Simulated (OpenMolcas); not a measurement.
# Ru⁴⁺ among point charges: CASSCF and CASPT2 levels and susceptibility

How does a field of 6 point charges split the states of Ru⁴⁺, and what χT follows?

The numbers are computed with OpenMolcas 26.06 (state-averaged CASSCF and CASPT2, spin-orbit coupling by RASSI with atomic mean-field integrals), except any that are marked as measured or tabulated.

## (1) The atom as given

* Species: Ru⁴⁺ (ruthenium, Z = 44, 40 electrons)
* Basis: ANO-RCC-VDZP [6s5p3d1f], 43 functions
* Scalar Hamiltonian: DKH2, point nucleus
* Inactive shells: 1s 2s 2p 3s 3p 3d 4s 4p
* Active space: 4 electrons in 5 orbitals (4d)
* Some configurations of this space: 4d⁴
* Orbitals: optimised for each spin and parity, averaged over all roots

Outer shells as boxes (Hund's rule):

4d4
```
4d [↑ ][↑ ][↑ ][↑ ][  ]
```

The ion sits among 6 point charges of -1.7 e arranged as an octahedron (Oh), 2.44 Å from the ion.

Each step is its own input file, run in one work folder so that later steps find the files of earlier ones. Labels, J, g values, rates, χT and fits are worked out afterwards by a script from the matrices that RASSI stores. The input lists half of the charges; inversion (Group=XYZ) makes the rest.

## (2) One- and two-electron integrals

File a.inp:

```
&GATEWAY
Coord
1

Ru 0.0 0.0 0.0
Basis=ANO-RCC-VDZP
Group=XYZ
NoMove
AngMom=0.0 0.0 0.0
AMFI
XField
3 Angstrom 0
2.440000 0.000000 0.000000 -1.700000
0.000000 2.440000 0.000000 -1.700000
0.000000 0.000000 2.440000 -1.700000
&SEWARD
```

The run is started by

```
OMP_NUM_THREADS=1 MOLCAS_MEM=1689 MOLCAS_PROJECT=a pymolcas a.inp > a.log
```

## (3) CASSCF: quintets of even parity, 5 roots

File a.inp:

```
&RASSCF
FileOrb=start.orb
Symmetry=1
Spin=5
nActEl=4 0 0
Inactive=9 9
Ras2=5 0
CIRoot=5 5 1
SDav=5
CIMx=300
Iter=120 100
PrWF=0.3
OrbListing=Nothing
MaxOrb=0
>>> COPY $Project.JobIph JOB001
```

start.orb holds the contracted functions of the basis, ordered by shell, or the orbitals of the step before.

## (4) CASSCF: triplets of even parity, 45 roots

File a.inp:

```
&RASSCF
FileOrb=start.orb
Symmetry=1
Spin=3
nActEl=4 0 0
Inactive=9 9
Ras2=5 0
CIRoot=45 45 1
SDav=45
CIMx=300
Iter=120 100
PrWF=0.3
OrbListing=Nothing
MaxOrb=0
>>> COPY $Project.JobIph JOB002
```

## (5) CASSCF: singlets of even parity, 50 roots

File a.inp:

```
&RASSCF
FileOrb=start.orb
Symmetry=1
Spin=1
nActEl=4 0 0
Inactive=9 9
Ras2=5 0
CIRoot=50 50 1
SDav=50
CIMx=300
Iter=120 100
PrWF=0.3
OrbListing=Nothing
MaxOrb=0
>>> COPY $Project.JobIph JOB003
```

## (6) RASSI: spin-orbit coupling between the states

File a.inp:

```
&RASSI
NrOfJobIphs=3 5 45 50
1 2 3 4 5
1 2 3 4 5 6 7 8 9 10 11 12 13 14 15 16 17 18 19 20 21 22 23 24 25 26 27
28 29 30 31 32 33 34 35 36 37 38 39 40 41 42 43 44 45
1 2 3 4 5 6 7 8 9 10 11 12 13 14 15 16 17 18 19 20 21 22 23 24 25 26 27
28 29 30 31 32 33 34 35 36 37 38 39 40 41 42 43 44 45 46 47 48 49 50
IphNames
JOB001
JOB002
JOB003
EJob
SpinOrbit
DIPRint=1.0
SOCoupling=1000.0
Subsets=2
Property=9
'ANGMOM' 1 'ANGMOM' 2 'ANGMOM' 3 'MLTPL  1' 1 'MLTPL  1' 2 'MLTPL  1' 3
'AMFI' 1 'AMFI' 2 'AMFI' 3
SOProperty=3
'ANGMOM' 1 'ANGMOM' 2 'ANGMOM' 3
```

## (7) CASPT2: IPEA 0.25, imaginary shift 0.1 (closed shells correlated: 4s 4p)

File a.inp:

```
>>> COPY JOB001 $Project.JobIph
&CASPT2
Multistate=5 1 2 3 4 5
NoMult
Frozen=8 6
IPEA=0.25
Imaginary=0.1
MaxIter=60
WThr=0.0 0.3 0.05
PrWF=0.5
NoMix
>>> COPY JOB002 $Project.JobIph
&CASPT2
Multistate=45 1 2 3 4 5 6 7 8 9 10 11 12 13 14 15 16 17 18 19 20 21 22
23 24 25 26 27 28 29 30 31 32 33 34 35 36 37 38 39 40 41 42 43 44 45
NoMult
Frozen=8 6
IPEA=0.25
Imaginary=0.1
MaxIter=60
WThr=0.0 0.3 0.05
PrWF=0.5
NoMix
>>> COPY JOB003 $Project.JobIph
&CASPT2
Multistate=50 1 2 3 4 5 6 7 8 9 10 11 12 13 14 15 16 17 18 19 20 21 22
23 24 25 26 27 28 29 30 31 32 33 34 35 36 37 38 39 40 41 42 43 44 45 46
47 48 49 50
NoMult
Frozen=8 6
IPEA=0.25
Imaginary=0.1
MaxIter=60
WThr=0.0 0.3 0.05
PrWF=0.5
NoMix
```

(Steps that only read results are left out.)

What does the calculation give? Wanted: spin-free ground state; first state of the same spin within the active space; lowest level; next level.

As calculated:

| quantity | value |
| --- | --- |
| method | SS-CASPT2, IPEA 0.25, imaginary shift 0.1 (closed shells correlated: 4s 4p) |
| spin-free ground state | 5E, 2-fold in its orbital part |
| first state of the same spin within the active space | 5T2 at 2600 cm⁻¹ |
| lowest level | 1-fold A1 |
| next level | 407.3 cm⁻¹ |
| χT at 300 K | 1.01 cm³ K/mol |
| effective moment at 300 K | 2.84 μB |

Cost by method:

```
                                              method  time of its own steps  time with the reference
                                           A. CASSCF                   26 s                     26 s
B. SS-CASPT2, IPEA 0.25, imaginary shift 0.1, +4s 4p                  6.9 s                     33 s
```

Times are of one thread on a shared host.

What this shows: The spin-free ground state (5E) comes to 100 % from free-ion D terms and keeps the highest spin of the shell. χT at 300 K is 1.01, against 3.01 cm³ K/mol for the spin alone, so spin-orbit coupling lowers it. An active space of the d shell alone favours high spin; real ions in strong fields can be low spin. CASPT2 does not keep the components of a term degenerate, and the means are used. An orbital doublet at a regular site is open to a Jahn-Teller distortion, which this geometry leaves out. The field of point charges can differ much from that of real complexes. With metal d orbitals alone active, the gaps between spin states are rough; where two lie within a few thousand cm-1, their order is open. Point charges carry no covalency, so the field is a model and not that of real ligands.
